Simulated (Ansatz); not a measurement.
# Cr (bcc type): a single-point run

The task is a single-point run on Cr (bcc type). The structure is shown as the input types it.

Program: Ansatz 0.2.0. Level of theory: DFT, PBE, PAW with Ansatz's default frozen-core files, scalar-relativistic. These are calculated values, not measurements.

## 1. Input and run

File input.yaml:

```yaml
crystal:
  lattice:
    - [0.0, 2.8484888873, -2.8484888873]
    - [-2.8484888873, 0.0, 2.8484888873]
    - [1.4242444437, 1.4242444437, 1.4242444437]
  atoms:
    - { symbol: Xx, position: [0.0, 0.0, 0.0], spin: 2.0 }
    - { symbol: Cr, position: [0.333333333, 0.666666667, 0.333333333], spin: 2.0 }
    - { symbol: Cr, position: [0.666666667, 0.333333333, 0.666666667], spin: 2.0 }
magnetization:
  spin_polarized: true
kpoints:
  mp_grid: { grid: [10, 10, 13] }
scf:
  occupations: { method: fermi_dirac, width: 0.08 }
  max_iter: 80
hamiltonian:
  xc: pbe
  pseudopotentials: { kind: paw }
output:
  forces: true
  stress: true
  eigenvalues: true
```

Launch:

```console
ansatz run input.yaml --threads 4 --pin off --max-ram 12288MiB --backend cpu --events-out ev --progress --plain --runs-dir out
```

What happens when this is run?

The run ended at the input check. It says: «line 7 column 17: `Xx` is not an element symbol (H … Og, case-exact)»

An atom's symbol is no element symbol as the program reads them.

Remedy: mend the symbol.
